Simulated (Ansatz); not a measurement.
# LiMgBN2: the cost of one run

Method: DFT PBEsol, scalar-relativistic, plane waves, PAW, in Ansatz 0.2.0.

2 further runs of the same task are left out: 2 that didn't finish.

## (1) The starting structure

Symmetry: I-4m2, No. 119, tetragonal system. The conventional cell has a = 3.819 Å, b = 3.819 Å, c = 8.887 Å, α = 90.00°, β = 90.00°, γ = 90.00°. Li (site symmetry -4m2) is surrounded by 4 N at 2.10 Å. Mg (site symmetry -4m2) has 4 N at 2.10 Å as nearest neighbours. B (site symmetry -4m2) has 2 N at 1.34 Å as nearest neighbours. Around N (site symmetry 2mm) lie 1 B at 1.34 Å.

Structure file:

```xyz
5
Lattice="-1.9097 1.9097 4.4435 1.9097 -1.9097 4.4435 1.9097 1.9097 -4.4435" Properties=species:S:1:pos:R:3 pbc="T T T"
Li    1.9097    0.0000    2.2218
Mg    0.0000    1.9097    2.2218
B     0.0000    0.0000    4.4435
N     0.0000    0.0000    5.7878
N     0.0000    0.0000    3.0992
```

The structure comes from the Materials Project (structure only).

(A quick probe on a coarse mesh, which set the mesh and smearing, is not shown.)

## (3) The relaxation

input.yaml reads:

```yaml
crystal:
  lattice:
    - [-1.909656, 1.909656, 4.443522]
    - [1.909656, -1.909656, 4.443522]
    - [1.909656, 1.909656, -4.443522]
  atoms:
    - { symbol: Li, position: [0.25, 0.75, 0.5] }
    - { symbol: Mg, position: [0.75, 0.25, 0.5] }
    - { symbol: B, position: [0.5, 0.5, 0.0] }
    - { symbol: "N", position: [0.6512635, 0.6512635, 0.0] }
    - { symbol: "N", position: [0.3487365, 0.3487365, 0.0] }
basis:
  ecutwfc: 420
kpoints:
  mp_grid: { grid: [10, 10, 10] }
hamiltonian:
  xc: pbesol
scf:
  occupations: { method: gaussian, width: 0.02 }
output:
  forces: true
  stress: true
  eigenvalues: true
  write_density: true
  write_potential: true
  elf: true
  volumetric_format: npy
relax:
  adjacent_minimum: "off"
  f_tol: 0.005
  max_steps: 80
  cell: { stress_tol: 0.05 }
```

Launch:

```bash
ansatz run input.yaml --threads 1 --pin off --max-ram 3072MiB --backend cpu --events-out ev --progress --plain --runs-dir out
```

What time and memory should one allow on 1 thread of an x86-64 CPU, shared host?

About 82 s, with a peak of 0.59 GiB.
